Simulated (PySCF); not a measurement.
**A gas-phase reaction: H4OSi + H2S → H4OSSi + H2**

Aim: the reaction energy of `O[SiH3]` + `S` → `O[SiH2]S` + `[H][H]`.

Computed with PySCF 2.14.0; each step states its level. No surroundings beyond the atoms listed, unless a continuum is named. Atoms count from 0, parts from 1.

### Step 1. The system as given

Each species was relaxed by itself at PBE0-D3(BJ)/def2-SVPD.

### Step 2. Energies of the species: wB97M-D3(BJ)/def2-TZVPD

The job: settings as JSON, then the geometry in Å.

```
{"job": {"kind": "react", "xc": "wB97M-D3(BJ)", "basis": "def2-TZVPD"}, "charge": 0, "multiplicity": 1}
-1 H4OSi charge 0 multiplicity 1
O     -0.853500    -0.269320     0.922250
Si     0.363620     0.167660    -0.147430
H     -1.631180    -0.705440     0.568280
H     -0.139640     1.129830    -1.174130
H      1.413730     0.809310     0.686430
H      0.920960    -1.028250    -0.849080

-1 H2S charge 0 multiplicity 1
S     -0.006460     0.615350     0.012190
H     -0.981450    -0.318040    -0.012310
H      0.968320    -0.318410    -0.006480

+1 H4OSSi charge 0 multiplicity 1
O     -0.228480    -0.797760     1.273190
Si     0.094300    -0.443570    -0.327090
S      0.278060     1.665340    -0.700240
H      0.350380    -0.416100     1.938130
H     -1.045230    -1.035090    -1.070040
H      1.409870    -0.982180    -0.771740
H     -1.007520     1.952550    -0.392970

+1 H2 charge 0 multiplicity 1
H      0.379930     0.003300     0.016460
H     -0.379930    -0.003300    -0.016460
```

With the program's defaults for keys left out, this is: wB97M-D3(BJ)/def2-TZVPD reaction energy of separated species, gas phase.

The run is started by

```console
$ OMP_NUM_THREADS=1 python cluster_run.py task.json out
```

The driver reads the jobs from task.json and runs them one after another.

The program printed:

```text
species 1 (H4OSi)
coarse grid: 21480 points
cycle   1  E = -367.1688061648  dE = -1.048e-01  |g| = 6.541e-01  |ddm| = 1.653e+00
cycle   2  E = -367.1468324271  dE =  2.197e-02  |g| = 7.799e-01  |ddm| = 6.949e-01
cycle   3  E = -367.2484948045  dE = -1.017e-01  |g| = 3.329e-02  |ddm| = 3.547e-01
cycle   4  E = -367.2487604948  dE = -2.657e-04  |g| = 9.090e-03  |ddm| = 3.779e-02
cycle   5  E = -367.2487819166  dE = -2.142e-05  |g| = 1.523e-03  |ddm| = 1.270e-02
cycle   6  E = -367.2487827508  dE = -8.342e-07  |g| = 3.488e-04  |ddm| = 2.904e-03
final grid: 44624 points
cycle   7  E = -367.2487529578  dE = -8.375e-08  |g| = 1.269e-04  |ddm| = 1.370e-03
cycle   8  E = -367.2487529648  dE = -7.022e-09  |g| = 5.003e-05  |ddm| = 2.293e-04
cycle   9  E = -367.2487529656  dE = -8.135e-10  |g| = 1.560e-05  |ddm| = 5.867e-05
converged SCF energy = -367.2487529656

species 2 (H2S)
coarse grid: 11264 points
cycle   1  E = -399.4336012366  dE = -1.424e-01  |g| = 1.945e-01  |ddm| = 1.016e+00
cycle   2  E = -399.4459452730  dE = -1.234e-02  |g| = 1.106e-01  |ddm| = 2.399e-01
cycle   3  E = -399.4491446281  dE = -3.199e-03  |g| = 1.578e-02  |ddm| = 9.278e-02
cycle   4  E = -399.4492189688  dE = -7.434e-05  |g| = 4.851e-03  |ddm| = 1.790e-02
cycle   5  E = -399.4492312057  dE = -1.224e-05  |g| = 9.336e-04  |ddm| = 7.536e-03
cycle   6  E = -399.4492319369  dE = -7.312e-07  |g| = 1.776e-04  |ddm| = 2.124e-03
final grid: 22496 points
cycle   7  E = -399.4492196935  dE = -2.331e-08  |g| = 1.134e-04  |ddm| = 6.081e-04
cycle   8  E = -399.4492196965  dE = -2.982e-09  |g| = 6.804e-05  |ddm| = 1.497e-04
cycle   9  E = -399.4492196973  dE = -7.661e-10  |g| = 8.755e-06  |ddm| = 5.992e-05
converged SCF energy = -399.4492196973

species 3 (H4OSSi)
coarse grid: 27800 points
cycle   1  E = -765.4516882598  dE =  7.409e-02  |g| = 6.808e-01  |ddm| = 1.916e+00
cycle   2  E = -765.4430749904  dE =  8.613e-03  |g| = 7.799e-01  |ddm| = 8.017e-01
cycle   3  E = -765.5445454598  dE = -1.015e-01  |g| = 5.646e-02  |ddm| = 4.093e-01
cycle   4  E = -765.5453049268  dE = -7.595e-04  |g| = 2.127e-02  |ddm| = 6.870e-02
cycle   5  E = -765.5454238296  dE = -1.189e-04  |g| = 4.371e-03  |ddm| = 2.317e-02
cycle   6  E = -765.5454316255  dE = -7.796e-06  |g| = 8.406e-04  |ddm| = 7.784e-03
final grid: 56368 points
cycle   7  E = -765.5454215436  dE = -5.669e-07  |g| = 3.653e-04  |ddm| = 2.527e-03
cycle   8  E = -765.5454216267  dE = -8.318e-08  |g| = 1.982e-04  |ddm| = 7.371e-04
cycle   9  E = -765.5454216415  dE = -1.477e-08  |g| = 8.725e-05  |ddm| = 2.326e-04
cycle  10  E = -765.5454216462  dE = -4.719e-09  |g| = 4.714e-05  |ddm| = 1.813e-04
cycle  11  E = -765.5454216468  dE = -5.844e-10  |g| = 6.092e-06  |ddm| = 5.003e-05
converged SCF energy = -765.5454216468

species 4 (H2)
coarse grid: 4944 points
cycle   1  E = -1.1694183641  dE = -2.751e-01  |g| = 9.864e-03  |ddm| = 4.504e-01
cycle   2  E = -1.1694526049  dE = -3.424e-05  |g| = 1.161e-03  |ddm| = 9.676e-03
cycle   3  E = -1.1694532871  dE = -6.822e-07  |g| = 1.815e-04  |ddm| = 1.918e-03
final grid: 10744 points
cycle   4  E = -1.1694520707  dE = -2.403e-08  |g| = 4.111e-05  |ddm| = 3.867e-04
cycle   5  E = -1.1694520720  dE = -1.268e-09  |g| = 9.620e-06  |ddm| = 9.167e-05
cycle   6  E = -1.1694520720  dE = -7.514e-11  |g| = 3.020e-07  |ddm| = 2.870e-05
converged SCF energy = -1.1694520720

Reaction energy = -11.500 kcal/mol
```

Run time: 12 s. Hardware: 1 thread of Arm Neoverse V2, shared host; peak memory 0.61 GiB.

Species by species (with the dispersion term, which the log's SCF energies lack):

```
 ν   species  energy (Eh)  HOMO (eV)
-1   O[SiH3]   -367.25264     -11.19
-1         S   -399.45056      -9.89
+1  O[SiH2]S   -765.55186     -10.01
+1    [H][H]     -1.16967     -14.48
```

### Step 3. Energies of the species: PBE0-D3(BJ)/def2-TZVPD

The job, as its differences from that of step 2:

```diff
@@ -1,2 +1,2 @@
-{"job": {"kind": "react", "xc": "wB97M-D3(BJ)", "basis": "def2-TZVPD"}, "charge": 0, "multiplicity": 1}
+{"job": {"kind": "react", "xc": "PBE0", "basis": "def2-TZVPD", "disp": "d3bj"}, "charge": 0, "multiplicity": 1}
 -1 H4OSi charge 0 multiplicity 1
```

With the program's defaults for keys left out, this is: PBE0-D3(BJ)/def2-TZVPD reaction energy of separated species, gas phase.

The program printed:

```text
species 1 (H4OSi)
coarse grid: 5192 points
cycle   1  E = -366.9025512298  dE = -4.129e-02  |g| = 7.014e-01  |ddm| = 1.658e+00
cycle   2  E = -366.7145450510  dE =  1.880e-01  |g| = 1.212e+00  |ddm| = 9.228e-01
cycle   3  E = -366.9887507502  dE = -2.742e-01  |g| = 5.290e-02  |ddm| = 6.171e-01
cycle   4  E = -366.9893502055  dE = -5.995e-04  |g| = 1.056e-02  |ddm| = 4.172e-02
cycle   5  E = -366.9893681121  dE = -1.791e-05  |g| = 1.261e-03  |ddm| = 7.475e-03
cycle   6  E = -366.9893685435  dE = -4.314e-07  |g| = 2.324e-04  |ddm| = 1.537e-03
final grid: 44624 points
cycle   7  E = -366.9883980125  dE = -1.299e-05  |g| = 3.672e-03  |ddm| = 1.633e-02
cycle   8  E = -366.9883948164  dE =  3.196e-06  |g| = 5.573e-03  |ddm| = 4.216e-03
cycle   9  E = -366.9884000787  dE = -5.262e-06  |g| = 3.056e-04  |ddm| = 2.679e-03
cycle  10  E = -366.9884000933  dE = -1.460e-08  |g| = 4.502e-05  |ddm| = 1.890e-04
cycle  11  E = -366.9884000935  dE = -2.827e-10  |g| = 6.941e-06  |ddm| = 3.629e-05
converged SCF energy = -366.9884000935

species 2 (H2S)
coarse grid: 2864 points
cycle   1  E = -399.2518632534  dE = -9.250e-02  |g| = 1.630e-01  |ddm| = 1.023e+00
cycle   2  E = -399.2538574768  dE = -1.994e-03  |g| = 1.600e-01  |ddm| = 2.978e-01
cycle   3  E = -399.2614718010  dE = -7.614e-03  |g| = 1.497e-02  |ddm| = 1.477e-01
cycle   4  E = -399.2614864132  dE = -1.461e-05  |g| = 1.103e-03  |ddm| = 5.881e-03
cycle   5  E = -399.2614867936  dE = -3.804e-07  |g| = 6.136e-04  |ddm| = 1.717e-03
final grid: 22496 points
cycle   6  E = -399.2625176067  dE = -7.083e-06  |g| = 4.895e-03  |ddm| = 1.692e-02
cycle   7  E = -399.2625182391  dE = -6.323e-07  |g| = 3.960e-03  |ddm| = 6.696e-03
cycle   8  E = -399.2625211701  dE = -2.931e-06  |g| = 2.911e-04  |ddm| = 3.503e-03
cycle   9  E = -399.2625211979  dE = -2.778e-08  |g| = 3.583e-05  |ddm| = 2.358e-04
cycle  10  E = -399.2625211982  dE = -3.624e-10  |g| = 6.381e-06  |ddm| = 2.919e-05
converged SCF energy = -399.2625211982

species 3 (H4OSSi)
coarse grid: 6816 points
cycle   1  E = -765.0080193147  dE =  1.248e-01  |g| = 7.147e-01  |ddm| = 1.947e+00
cycle   2  E = -764.8340586813  dE =  1.740e-01  |g| = 1.198e+00  |ddm| = 1.057e+00
cycle   3  E = -765.0991182373  dE = -2.651e-01  |g| = 9.134e-02  |ddm| = 6.981e-01
cycle   4  E = -765.1008603693  dE = -1.742e-03  |g| = 4.164e-02  |ddm| = 1.119e-01
cycle   5  E = -765.1012864033  dE = -4.260e-04  |g| = 5.157e-03  |ddm| = 3.886e-02
cycle   6  E = -765.1012915612  dE = -5.158e-06  |g| = 1.818e-03  |ddm| = 5.656e-03
final grid: 56368 points
cycle   7  E = -765.1015798679  dE = -1.784e-05  |g| = 6.292e-03  |ddm| = 2.651e-02
cycle   8  E = -765.1015762199  dE =  3.648e-06  |g| = 7.491e-03  |ddm| = 8.648e-03
cycle   9  E = -765.1015855738  dE = -9.354e-06  |g| = 1.416e-03  |ddm| = 4.701e-03
cycle  10  E = -765.1015859067  dE = -3.328e-07  |g| = 1.601e-04  |ddm| = 9.443e-04
cycle  11  E = -765.1015859141  dE = -7.410e-09  |g| = 4.441e-05  |ddm| = 1.892e-04
cycle  12  E = -765.1015859146  dE = -5.415e-10  |g| = 1.181e-05  |ddm| = 4.144e-05
converged SCF energy = -765.1015859146

species 4 (H2)
coarse grid: 1240 points
cycle   1  E = -1.1670628657  dE = -2.327e-01  |g| = 2.266e-02  |ddm| = 4.588e-01
cycle   2  E = -1.1672503152  dE = -1.874e-04  |g| = 3.233e-03  |ddm| = 1.896e-02
cycle   3  E = -1.1672547714  dE = -4.456e-06  |g| = 9.769e-05  |ddm| = 2.761e-03
final grid: 10744 points
cycle   4  E = -1.1681371554  dE = -1.924e-06  |g| = 2.735e-04  |ddm| = 1.566e-03
cycle   5  E = -1.1681371836  dE = -2.820e-08  |g| = 3.985e-05  |ddm| = 2.445e-04
cycle   6  E = -1.1681371843  dE = -6.302e-10  |g| = 1.254e-06  |ddm| = 3.098e-05
converged SCF energy = -1.1681371843

Reaction energy = -12.817 kcal/mol
```

Wall time 5.3 s (1 thread of Arm Neoverse V2, shared host); peak memory 0.58 GiB.

Reaction energy at this level: -12.82 kcal/mol.

### Step 4. Energies of the species: MP2/def2-TZVPD

The job, as its differences from that of step 3:

```diff
@@ -1,2 +1,2 @@
-{"job": {"kind": "react", "xc": "PBE0", "basis": "def2-TZVPD", "disp": "d3bj"}, "charge": 0, "multiplicity": 1}
+{"job": {"kind": "react", "xc": "MP2", "basis": "def2-TZVPD"}, "charge": 0, "multiplicity": 1}
 -1 H4OSi charge 0 multiplicity 1
```

Level: MP2/def2-TZVPD reaction energy of separated species, gas phase.

The program printed:

```text
species 1 (H4OSi)
final grid: 44624 points
cycle   1  E = -366.1490657268  dE = -2.083e-01  |g| = 5.094e-01  |ddm| = 1.609e+00
cycle   2  E = -366.1899497806  dE = -4.088e-02  |g| = 3.206e-01  |ddm| = 4.181e-01
cycle   3  E = -366.2073428979  dE = -1.739e-02  |g| = 4.203e-02  |ddm| = 1.600e-01
cycle   4  E = -366.2079583580  dE = -6.155e-04  |g| = 7.725e-03  |ddm| = 4.690e-02
cycle   5  E = -366.2079855744  dE = -2.722e-05  |g| = 1.418e-03  |ddm| = 1.248e-02
cycle   6  E = -366.2079868123  dE = -1.238e-06  |g| = 3.822e-04  |ddm| = 2.859e-03
cycle   7  E = -366.2079869112  dE = -9.890e-08  |g| = 9.913e-05  |ddm| = 6.815e-04
cycle   8  E = -366.2079869180  dE = -6.842e-09  |g| = 2.234e-05  |ddm| = 2.090e-04
cycle   9  E = -366.2079869184  dE = -3.313e-10  |g| = 4.458e-06  |ddm| = 4.975e-05
converged SCF energy = -366.2079869184

species 2 (H2S)
final grid: 22496 points
cycle   1  E = -398.6881059260  dE = -1.695e-01  |g| = 2.014e-01  |ddm| = 9.977e-01
cycle   2  E = -398.7050960303  dE = -1.699e-02  |g| = 7.023e-02  |ddm| = 1.849e-01
cycle   3  E = -398.7068535950  dE = -1.758e-03  |g| = 2.154e-02  |ddm| = 5.635e-02
cycle   4  E = -398.7071963998  dE = -3.428e-04  |g| = 6.311e-03  |ddm| = 2.471e-02
cycle   5  E = -398.7072258140  dE = -2.941e-05  |g| = 1.395e-03  |ddm| = 9.171e-03
cycle   6  E = -398.7072272956  dE = -1.482e-06  |g| = 3.129e-04  |ddm| = 2.398e-03
cycle   7  E = -398.7072273813  dE = -8.569e-08  |g| = 5.002e-05  |ddm| = 6.832e-04
cycle   8  E = -398.7072273835  dE = -2.252e-09  |g| = 1.186e-05  |ddm| = 9.128e-05
cycle   9  E = -398.7072273836  dE = -1.232e-10  |g| = 1.950e-06  |ddm| = 2.073e-05
converged SCF energy = -398.7072273836

species 3 (H4OSSi)
final grid: 56368 points
cycle   1  E = -763.7195207350  dE = -8.671e-04  |g| = 5.419e-01  |ddm| = 1.879e+00
cycle   2  E = -763.7738324573  dE = -5.431e-02  |g| = 3.248e-01  |ddm| = 4.947e-01
cycle   3  E = -763.7923301953  dE = -1.850e-02  |g| = 5.236e-02  |ddm| = 1.891e-01
cycle   4  E = -763.7933948370  dE = -1.065e-03  |g| = 1.469e-02  |ddm| = 6.619e-02
cycle   5  E = -763.7935038106  dE = -1.090e-04  |g| = 4.255e-03  |ddm| = 1.938e-02
cycle   6  E = -763.7935161820  dE = -1.237e-05  |g| = 1.279e-03  |ddm| = 7.129e-03
cycle   7  E = -763.7935176940  dE = -1.512e-06  |g| = 3.135e-04  |ddm| = 2.524e-03
cycle   8  E = -763.7935177795  dE = -8.548e-08  |g| = 6.271e-05  |ddm| = 6.969e-04
cycle   9  E = -763.7935177826  dE = -3.139e-09  |g| = 2.154e-05  |ddm| = 1.267e-04
cycle  10  E = -763.7935177831  dE = -4.096e-10  |g| = 6.761e-06  |ddm| = 4.775e-05
converged SCF energy = -763.7935177831

species 4 (H2)
final grid: 10744 points
cycle   1  E = -1.1312981224  dE = -3.213e-01  |g| = 4.426e-02  |ddm| = 4.479e-01
cycle   2  E = -1.1322329104  dE = -9.348e-04  |g| = 7.183e-03  |ddm| = 3.751e-02
cycle   3  E = -1.1322676106  dE = -3.470e-05  |g| = 8.111e-04  |ddm| = 1.078e-02
cycle   4  E = -1.1322680256  dE = -4.150e-07  |g| = 2.771e-05  |ddm| = 1.627e-03
cycle   5  E = -1.1322680261  dE = -4.855e-10  |g| = 2.610e-06  |ddm| = 6.834e-05
converged SCF energy = -1.1322680261

Reaction energy = -14.464 kcal/mol
```

It took 2.2 s on 1 thread of Arm Neoverse V2, shared host; peak memory 0.4 GiB.

Reaction energy at this level: -14.46 kcal/mol.

### Step 5. Comparing the runs

Energies in kcal/mol, with wall time:

```
                    run  reaction   time
wB97M-D3(BJ)/def2-TZVPD    -11.50   12 s
 PBE0-D3(BJ)/def2-TZVPD    -12.82  5.3 s
         MP2/def2-TZVPD    -14.46  2.2 s
```

### Step 6. What came out

```
                                                quantity                      value
               reaction energy (wB97M-D3(BJ)/def2-TZVPD)            -11.50 kcal/mol
                     ΔH, ΔG at 298 K (xTB thermal terms)      -13.0, -11.1 kcal/mol
range of the reaction energy over the runs of this table  -14.46 to -11.50 kcal/mol
```

What this shows: The reaction is exothermic by 13.0 kcal/mol in the gas phase; dispersion gives -0.89, and xTB itself gave 0.72 for the electronic energy (xTB energies and thermal terms come from the earlier relaxation of each species, not shown). No barrier was sought. xTB and this level differ widely in the electronic energy, so what comes from xTB (the thermal terms above all) is less safe here. The reaction energy runs from -14.46 (MP2/def2-TZVPD) to -11.50 kcal/mol (wB97M-D3(BJ)/def2-TZVPD).
